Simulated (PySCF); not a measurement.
# C5H6O4Si: the cost of one run

Computed with PySCF 2.14.0 and routines of our own; the level stands in each step. Atoms count from 0.

## 1. The system as given

16 atoms, charge -1, multiplicity 2; geometry from: GFN2-xTB.

## 2. Open-shell or spin-flip excitations: unrestricted TDDFT PBE0/def2-SVP in N,N-dimethylformamide

What the job is given:

```
{"job": {"kind": "uabs", "xc": "PBE0", "basis": "def2-SVP", "nstates": 10, "tda": false, "solvent": "N,N-dimethylformamide", "pol": false}, "charge": -1, "multiplicity": 2}
C     -2.390960    -0.955677    -0.543272
C     -1.597099     0.081240    -0.772033
Si     0.097180     0.349059     0.024175
C      0.055775     2.025098     0.933444
O      0.537342    -0.899285     0.972898
C      1.727188    -1.511034     0.472254
O      2.199430    -2.469701     1.086695
C      2.175888    -0.865524    -0.704660
O      3.133222    -1.116481    -1.440291
O      1.331703     0.239128    -1.035188
H     -3.354274    -1.077361    -1.021547
H     -2.098588    -1.732575     0.143252
H     -1.932133     0.840249    -1.470294
H      0.998538     2.255846     1.418603
H     -0.722348     2.021660     1.689573
H     -0.168463     2.824303     0.234981
```

With the program's defaults for keys left out, this is: unrestricted TDDFT PBE0/def2-SVP, vertical, IEF-PCM N,N-dimethylformamide (non-equilibrium linear response), core orbitals frozen in the response.

Run with:

```sh
$ OMP_NUM_THREADS=1 python excited_run.py task.json out
```

This one command runs all jobs of the session in turn.

**Question.** How long does this first job take on 1 thread of Arm Neoverse N1, shared host, and how much memory does it need?

About 1.9 min, with a peak of 0.79 GiB.
